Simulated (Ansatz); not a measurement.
**C₄H₁₀Si: one species, many methods**

Aim: compute C₄H₁₀Si with functionals from several rungs and with coupled cluster, and see how far each lands from CCSD(T) at the basis-set limit for the atomisation energy.

The runs use Ansatz 0.2.0, Gaussian basis; functionals in def2-TZVPP, the program's frozen cores in correlated methods.

Plan: PBE-D4, r2SCAN-D4, PBE0-D4, B3LYP-D4, ωB97X-V, ωB97M-V, B2PLYP; CCSD(T)/def2-TZVPP; MP2/def2-QZVPP; extrapolation to the limit.

## 1. The geometry

The geometry comes from an earlier relaxation with PBE0-D4 in a triple-zeta def2 set; it is a stationary point, not always the lowest conformer.

SMILES `C[SiH]1CCC1`, 15 atoms, charge 0, spin multiplicity 1.

Atoms are counted from 1 here; the program's logs count them from 0.

Bond lengths: C1–Si2 1.868 Å, C1–H6 1.093 Å, C1–H7 1.093 Å, C1–H8 1.093 Å, Si2–C3 1.885 Å, Si2–C5 1.885 Å, Si2–H9 1.493 Å, C3–C4 1.553 Å, C3–H10 1.094 Å, C3–H11 1.089 Å, C4–C5 1.553 Å, C4–H12 1.093 Å, C4–H13 1.094 Å, C5–H14 1.094 Å, C5–H15 1.089 Å. Angles: Si2–C1–H6 110.7°, Si2–C1–H7 111.1°, Si2–C1–H8 110.8°, H6–C1–H7 108.2°, H6–C1–H8 107.8°, H7–C1–H8 108.2°, C1–Si2–C3 121.4°, C1–Si2–C5 121.4°, C1–Si2–H9 109.3°, C3–Si2–C5 78.8°, C3–Si2–H9 111.5°, C5–Si2–H9 111.5°, Si2–C3–C4 86.2°, Si2–C3–H10 111.0°, Si2–C3–H11 122.3°, C4–C3–H10 110.7°, C4–C3–H11 116.3°, H10–C3–H11 108.6° and more.

## 2. PBE-D4 (GGA)

in.yaml

```yaml
crystal:
  periodic: [false, false, false]
  atoms:
    - {symbol: C, position_ang: [-1.579982, 1.131888, 1.198191]}
    - {symbol: Si, position_ang: [-0.490038, -0.232181, 0.533137]}
    - {symbol: C, position_ang: [1.375055, -0.008289, 0.374325]}
    - {symbol: C, position_ang: [1.243775, -0.753220, -0.982035]}
    - {symbol: C, position_ang: [-0.246869, -0.478023, -1.320057]}
    - {symbol: H, position_ang: [-1.437161, 1.251181, 2.275506]}
    - {symbol: H, position_ang: [-1.353665, 2.086055, 0.716619]}
    - {symbol: H, position_ang: [-2.635085, 0.904043, 1.024802]}
    - {symbol: H, position_ang: [-0.832211, -1.515504, 1.215674]}
    - {symbol: H, position_ang: [1.632243, 1.043149, 0.215329]}
    - {symbol: H, position_ang: [2.076008, -0.431932, 1.092463]}
    - {symbol: H, position_ang: [1.392867, -1.825359, -0.827414]}
    - {symbol: H, position_ang: [1.954216, -0.435137, -1.750233]}
    - {symbol: H, position_ang: [-0.353538, 0.468071, -1.859004]}
    - {symbol: H, position_ang: [-0.767414, -1.255441, -1.877905]}
basis:
  gaussian: {orbitals: def2-TZVPP}
hamiltonian: {xc: pbe, dispersion: d4}
output: {forces: true, orbitals: {seedname: orbitals}}
```

Command:

```sh
$ ansatz run in.yaml --threads 4 --pin off --events-out ev --progress --plain --max-ram 10444MiB
```

Further steps of the session: r2SCAN-D4 (meta-GGA); PBE0-D4 (hybrid); B3LYP-D4 (hybrid); ωB97X-V (range-separated); ωB97M-V (range-separated); B2PLYP (double hybrid); CCSD(T) in def2-TZVPP; MP2 in def2-QZVPP.

Before running them: what should the planned runs give, taken together? Wanted: atomisation energy, CCSD(T)/CBS; farthest; mean size of error, hybrid; mean size of error, range-separated; gap, smallest and largest; T1 diagnostic; triples share of the correlation energy.

As calculated:

```
                               quantity                                  value
        atomisation energy, CCSD(T)/CBS                              59.801 eV
    functionals within 0.299 eV (0.5 %)  r2SCAN-D4, B3LYP-D4, ωB97X-V, ωB97M-V
                               farthest                     PBE-D4 (+0.863 eV)
             mean size of error, hybrid                               0.192 eV
    mean size of error, range-separated                               0.225 eV
              gap, smallest and largest   6.54 eV (PBE-D4), 12.85 eV (ωB97X-V)
                          T1 diagnostic                                 0.0094
triples share of the correlation energy                                  3.9 %
```

PBE-D4 is off by +0.863 eV. Double hybrids carry the basis error of their MP2 part in triple zeta, and no dispersion term here, so their miss is partly the set-up's. Misses under about 0.299 eV are within the doubt on the reference itself, which lacks core-valence correlation, relativity and higher excitations. Hartree-Fock recovers 76 % of the binding; the rest is correlation. The gap grows from 6.5 to 12.8 eV across the functionals, mostly with the share of exact exchange.
